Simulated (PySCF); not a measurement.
**CH6Ge2 (SMILES [CH2]1[GeH2][GeH2]1) at BP86/def2-TZVP**

Aim: the vertical singlet–triplet gap of CH6Ge2 at BP86/def2-TZVP, from 2 runs. 

The results are computed with PySCF 2.14.0.

## 1. The molecule

The species is CH6Ge2 (9 atoms), meant as a singlet with charge 0. SMILES: `[CH2]1[GeH2][GeH2]1`. The coordinates come from a PBE0-D4/def2-TZVP relaxation.

Bond lengths: C1–Ge2 1.986 Å, C1–Ge3 1.986 Å, Ge2–Ge3 2.354 Å, C1–H4 1.086 Å, C1–H5 1.086 Å, Ge2–H6 1.530 Å, Ge2–H7 1.530 Å, Ge3–H8 1.530 Å, Ge3–H9 1.530 Å. Some angles: C1–Ge2–Ge3 53.6°, Ge2–C1–Ge3 72.7°, C1–Ge3–Ge2 53.6°, C1–Ge2–H6 115.8°, C1–Ge2–H7 115.8°, Ge3–Ge2–H6 121.4°, Ge3–Ge2–H7 121.3°, Ge2–C1–H4 116.6°, Ge2–C1–H5 116.7°, Ge3–C1–H4 116.6°.

## 2. The energy at BP86/def2-TZVP

Input file input.py:

```python
from pyscf import gto, dft

mol = gto.Mole()
mol.atom = '''
C   -0.673400   0.173500  -0.763800
Ge   1.068700   0.755400  -0.009100
Ge  -0.312200  -0.958100   0.827500
H   -1.497600   0.876400  -0.684600
H   -0.645700  -0.320800  -1.730500
H    1.087800   2.146400   0.627300
H    2.301600   0.440100  -0.858200
H   -0.012100  -2.431100   0.543500
H   -1.228500  -0.728200   2.030800
'''
mol.verbose = 3
mol.basis = 'def2-tzvp'
mol.max_memory = 1860
mol.build()

ks = dft.RKS(mol)
ks.xc = 'bp86'
ks.conv_tol = 1e-10
ks.grids.level = 0
ks.kernel()
if not ks.converged:
    ks = ks.newton().run(ks.mo_coeff, ks.mo_occ)

e_final = ks.e_tot
print('E(%s) = %.9f' % ('BP86', e_final))
```

Run with:

```
OMP_NUM_THREADS=1 python input.py
```

Standard output:

```text
converged SCF energy = -4196.19326574268
E(BP86) = -4196.193265743
```

Run time: 8.4 s. Hardware: 1 thread of Arm Neoverse V2, shared host; peak memory 0.83 GiB.

## 3. The triplet, same level

Input file job.py:

```python
from pyscf import gto, dft

mol = gto.M(
    atom='''
C     -0.673400     0.173500    -0.763800
Ge     1.068700     0.755400    -0.009100
Ge    -0.312200    -0.958100     0.827500
H     -1.497600     0.876400    -0.684600
H     -0.645700    -0.320800    -1.730500
H      1.087800     2.146400     0.627300
H      2.301600     0.440100    -0.858200
H     -0.012100    -2.431100     0.543500
H     -1.228500    -0.728200     2.030800
''',
    basis='def2-tzvp',
    max_memory=1860,
    spin=2,
    verbose=4,
)

ks = dft.UKS(mol)
ks.xc = 'bp86'
ks.conv_tol = 1e-10
ks.grids.level = 0
ks.kernel()
if not ks.converged:
    ks = ks.newton().run(ks.mo_coeff, ks.mo_occ)

etot = ks.e_tot
print('E = %.10f Eh' % etot)
```

Run with:

```
OMP_NUM_THREADS=1 python job.py
```

Standard output:

```text
PySCF version 2.14.0

[... 59 lines left out ...]
[... the frontier-level lines of each cycle are left out ...]
[... 4 lines left out ...]
[... 1 line left out ...]
[... 5 lines left out ...]
[... 5 lines left out ...]
[... 5 lines left out ...]
[... 5 lines left out ...]
[... 5 lines left out ...]
[... 5 lines left out ...]

cycle= 8 E= -4196.04804041275  delta_E= -1.4e-07  |g|= 0.000311  |ddm|= 0.00189


cycle= 9 E= -4196.04804044456  delta_E= -3.18e-08  |g|= 0.000114  |ddm|= 0.00124


cycle= 10 E= -4196.04804044943  delta_E= -4.88e-09  |g|= 2.4e-05  |ddm|= 0.000317


cycle= 11 E= -4196.0480404499  delta_E= -4.66e-10  |g|= 7.6e-06  |ddm|= 0.000218


cycle= 12 E= -4196.04804044995  delta_E= -5.46e-11  |g|= 2.31e-06  |ddm|= 5.87e-05


Extra cycle  E= -4196.04804044996  delta_E= -8.19e-12  |g|= 2.63e-06  |ddm|= 3.24e-05
converged SCF energy = -4196.04804044996  <S^2> = 2.0031067  2S+1 = 3.0020704
E = -4196.0480404500 Eh
```

It took 9.6 s on 1 thread of Arm Neoverse V2, shared host; peak memory 0.84 GiB.

## 4. What came out

Level: BP86/def2-TZVP.

| quantity | value |
| --- | --- |
| singlet: total energy | -4196.19327 Eh |
| singlet: dipole moment | 0.38 D |
| singlet: HOMO energy | -5.70 eV |
| singlet: LUMO energy | -1.26 eV |
| singlet: HOMO–LUMO gap | 4.44 eV |
| triplet: total energy | -4196.04804 Eh |
| triplet: dipole moment | 0.77 D |
| triplet: HOMO energy (highest over α and β) | -2.04 eV |
| triplet: ⟨S²⟩ | 2.003 |
| vertical energy of the triplet above the singlet | 3.952 eV |

What this shows: At this shape the triplet lies 3.95 eV (381 kJ/mol) above the singlet. Mulliken charges (singlet) run from -0.45 on C1 to +0.15 on H4. Mulliken charges (triplet) run from -0.42 on C1 to +0.17 on H4.
